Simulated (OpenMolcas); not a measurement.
**[B2H2Cl2]− (SMILES [BH2-]B(Cl)Cl) at 6 levels**

Wanted: a comparison of 6 runs (UHF/STO-3G, UHF/3-21G, UHF/def2-SVP, UB3LYP/6-31G*, UPBE0/cc-pVDZ) of [B2H2Cl2]−. 

Program for the calculation: OpenMolcas 26.06.

7 further runs of the same task are left out: 2 that didn't finish, 5 set aside as unsound or not needed.

**1. The molecule**

[B2H2Cl2]−: 6 atoms, total charge -1, spin state doublet. SMILES: `[BH2-]B(Cl)Cl`. The shape is that of a GFN2-xTB optimisation.

Bond lengths: B1–B2 1.572 Å, B2–Cl3 1.831 Å, B2–Cl4 1.836 Å, B1–H5 1.196 Å, B1–H6 1.197 Å. Angles: B1–B2–Cl3 125.9°, B1–B2–Cl4 125.5°, Cl3–B2–Cl4 108.6°, B2–B1–H5 123.3°, B2–B1–H6 122.9°, H5–B1–H6 113.8°.

**2. Energy and gradient at UHF/STO-3G (run 1)**

File geom.xyz:

```xyz
6

B     -0.760010     0.487400     0.201300
B      0.534770    -0.338020    -0.137360
Cl     1.977310    -0.573740     0.964820
Cl     0.846670    -1.234480    -1.708930
H     -0.923510     1.055100     1.240770
H     -1.675230     0.603740    -0.560600
```

File test.input:

```
* B2Cl2H2 Hartree-Fock

&GATEWAY
  BasLib
  $CurrDir
  Coord
  geom.xyz
  Basis
  STO-3G
  Group
  NoSym

&SEWARD

&SCF
  UHF
  Charge
  -1
  Spin
  2
  Thresholds
  1e-10 1e-07 1e-07 1e-05
  PrOrbitals
  1 1

&ALASKA
```

The basis set STO-3G is read from a file made from the Basis Set Exchange's data (not shown).

Started as:

```bash
$ export MOLCAS_MEM=1860
$ pymolcas test.input > test.log
```

What it wrote:

```text
--- Start Module: gateway ---
[...]
--- Stop Module: gateway /rc=_RC_ALL_IS_WELL_ ---
[...]
      Basis functions           30
[...]
--- Start Module: scf ---
[...]
       Convergence after  17 Iterations
[...]
::    Total SCF energy                               -959.0506163432
[...]
      Total spin, S                                     0.5024165863
[...]
      Total electronic charge=   47.000000
      Total            charge=   -1.000000
[...]
      Dipole Moment (debye):
      Origin of the operator (angstrom)=    0.9966   -0.6376   -0.2621
                   X=  1.8077E+00               Y= -1.1399E+00               Z= -4.5154E-01           Total=  2.1843E+00
      Center of Charge (angstrom)
[...]
--- Stop Module: scf /rc=_RC_ALL_IS_WELL_ ---
--- Start Module: alaska ---
[...]
 *              Molecular gradients               *
 **************************************************
  Irreducible representation: a
 ------------------------------------------------------------------------------------------
                              X                       Y                       Z
 ------------------------------------------------------------------------------------------
  B1                9.96681738449112E-03   -5.96775074356914E-03   -1.96642426707827E-03
  B2                2.23378559069896E-02   -1.33004195719191E-02   -4.19137163713379E-03
  CL3              -1.28933880261499E-02   -5.92534364727060E-04   -1.54434681488791E-02
  CL4               1.70948222527154E-03    6.82188100372549E-03    1.66709226661474E-02
  H5               -4.45894638528488E-03    1.01715453704498E-02    1.70449280024778E-02
  H6               -1.66618211053313E-02    2.86727830605871E-03   -1.21145866154961E-02
 ------------------------------------------------------------------------------------------
--- Stop Module: alaska /rc=_RC_ALL_IS_WELL_ ---
[...]
```

It took 2.1 s on 1 thread of Arm Neoverse V2, shared host; peak memory 0.37 GiB.

**3. Energy and gradient at UHF/3-21G (run 2)**

File run.input:

```
* B2Cl2H2 Hartree-Fock
&gateway
baslib=$CurrDir
basisset
B.3-21G....
B1 -0.760010 0.487400 0.201300 angstrom
B2 0.534770 -0.338020 -0.137360 angstrom
End of Basis
basisset
Cl.3-21G....
Cl3 1.977310 -0.573740 0.964820 angstrom
Cl4 0.846670 -1.234480 -1.708930 angstrom
End of Basis
basisset
H.3-21G....
H5 -0.923510 1.055100 1.240770 angstrom
H6 -1.675230 0.603740 -0.560600 angstrom
End of Basis
&seward
&scf
uhf
charge=-1
spin=2
thresholds=1e-10 1e-07 1e-07 1e-05
prorbitals=1 2
&alaska
```

The basis set 3-21G is read from a file made from the Basis Set Exchange's data (not shown).

Started as:

```bash
$ export MOLCAS_MEM=1860
$ pymolcas run.input > run.log
```

What it wrote:

```text
--- Start Module: gateway ---
[...]
--- Stop Module: gateway /rc=_RC_ALL_IS_WELL_ ---
[...]
      Basis functions           48
[...]
--- Start Module: scf ---
[...]
       Convergence after  19 Iterations
[...]
::    Total SCF energy                               -964.9172789597
[...]
      Total spin, S                                     0.5025645335
[...]
      Total electronic charge=   47.000000
      Total            charge=   -1.000000
[...]
      Dipole Moment (debye):
      Origin of the operator (angstrom)=    0.9966   -0.6376   -0.2621
                   X=  2.1529E+00               Y= -1.3614E+00               Z= -5.3870E-01           Total=  2.6036E+00
      Center of Charge (angstrom)
[...]
--- Stop Module: scf /rc=_RC_ALL_IS_WELL_ ---
[...]
--- Start Module: alaska ---
[...]
 *              Molecular gradients               *
 **************************************************
  Irreducible representation: a
 ------------------------------------------------------------------------------------------
                              X                       Y                       Z
 ------------------------------------------------------------------------------------------
  B1                1.44126083896321E-02   -8.98138877487531E-03   -3.29724776748996E-03
  B2                5.42126447111846E-03   -2.86491568533043E-03   -5.42899531916996E-04
  CL3              -2.08883612590913E-02    8.08158381084945E-04   -2.13204888467917E-02
  CL4              -2.97453075432250E-04    1.21754734885933E-02    2.59287443124254E-02
  H5               -1.54291876224844E-03   -1.91832206110387E-03   -5.75228101439906E-03
  H6                2.89486023607344E-03    7.80994651624289E-04    4.98417284813613E-03
 ------------------------------------------------------------------------------------------
--- Stop Module: alaska /rc=_RC_ALL_IS_WELL_ ---
[...]
```

Wall time 2.6 s (1 thread of Arm Neoverse V2, shared host); peak memory 0.38 GiB.

Runs 3 to 5 aren't shown in full; the table further down has their settings and results.

**4. Energy and gradient at UPBE0/cc-pVDZ (run 6)**

File calc.input:

```
&GATEWAY
  BasLib = $CurrDir
  Coord
  6
  angstrom
  B       -0.760010       0.487400       0.201300
  B        0.534770      -0.338020      -0.137360
  Cl       1.977310      -0.573740       0.964820
  Cl       0.846670      -1.234480      -1.708930
  H       -0.923510       1.055100       1.240770
  H       -1.675230       0.603740      -0.560600
  Basis = cc-pVDZ
  Group = NoSym

&SEWARD
  GridInput
  Grid=UltraFine
  End of Grid

&SCF
  UHF
  Charge = -1
  Spin = 2
  KSDFT = PBE0
  Thresholds = 1e-10 1e-07 1e-07 1e-05
  PrOrbitals = 1 1

&ALASKA
```

The basis set cc-pVDZ is read from a file made from the Basis Set Exchange's data (not shown).

Started as:

```bash
$ export MOLCAS_MEM=1860
$ pymolcas calc.input > calc.log
```

What it wrote:

```text
--- Start Module: gateway ---
[...]
--- Stop Module: gateway /rc=_RC_ALL_IS_WELL_ ---
[...]
      Basis functions           74
[...]
--- Start Module: scf ---
[...]
       Convergence after  17 Iterations
[...]
::    Total KS-DFT energy                            -971.0293551252
[...]
      Total spin, S                                     0.5014413623
[...]
      Total electronic charge=   47.000000
      Total            charge=   -1.000000
[...]
      Dipole Moment (debye):
      Origin of the operator (angstrom)=    0.9966   -0.6376   -0.2621
                   X=  3.2723E+00               Y= -2.0815E+00               Z= -8.3478E-01           Total=  3.9670E+00
      Center of Charge (angstrom)
[...]
--- Stop Module: scf /rc=_RC_ALL_IS_WELL_ ---
[...]
--- Start Module: alaska ---
[...]
 *              Molecular gradients               *
 **************************************************
  Irreducible representation: a
 ------------------------------------------------------------------------------------------
                              X                       Y                       Z
 ------------------------------------------------------------------------------------------
  B1                1.32438773448396E-02   -8.30592994199630E-03   -3.07587273779686E-03
  B2               -1.90060826975813E-02    1.28411460087579E-02    6.00855704185377E-03
  CL3              -4.65290771543181E-03   -4.94173262407416E-04   -6.05313216159153E-03
  CL4               1.02819478146249E-03    2.16347702212083E-03    5.95003872524558E-03
  H5               -7.23005231815232E-05   -6.00471484522780E-03   -1.29331615018899E-02
  H6                9.45921880983303E-03   -1.99804981204199E-04    1.01035706342276E-02
 ------------------------------------------------------------------------------------------
--- Stop Module: alaska /rc=_RC_ALL_IS_WELL_ ---
[...]
```

Wall time 34 s (1 thread of Arm Neoverse V2, shared host); peak memory 0.43 GiB.

**5. Overview of the runs**

```
run                                level  integration grid  Cartesian functions  energy (Eh)  HOMO energy (eV)  LUMO energy (eV)   ⟨S²⟩  wall time
  1                           UHF/STO-3G                 –                   no  -959.050616              0.38             11.81  0.755      2.1 s
  2                            UHF/3-21G                 –                   no  -964.917279             -2.51              6.87  0.755      2.6 s
  3                         UHF/def2-SVP                 –                   no  -969.274324             -2.12              7.08  0.756      5.7 s
  4  UB3LYP/6-31G* (spherical functions)         UltraFine                   no  -971.381766              0.47              3.18  0.752       25 s
  5  UB3LYP/6-31G* (Cartesian functions)         UltraFine                  yes  -971.389399              0.47              3.19  0.752       28 s
  6                        UPBE0/cc-pVDZ         UltraFine                   no  -971.029355             -0.04              3.14  0.753       34 s
```

**6. Outcome**

```
                                 quantity          value
                      run 6: total energy  -971.02936 Eh
run 6: HOMO energy (highest over α and β)       -0.04 eV
 run 6: LUMO energy (lowest over α and β)        3.14 eV
                              run 6: ⟨S²⟩          0.753
          run 6: largest force on an atom     1.219 eV/Å
```

In words: Totals of different functionals can't be ranked against each other. In runs 1, 4, 5 the HOMO lies above zero, so the outermost electron may be held by the basis alone. In run 1 the basis is minimal, so the values are rough. All runs together took 97 s, the longest 34 s.
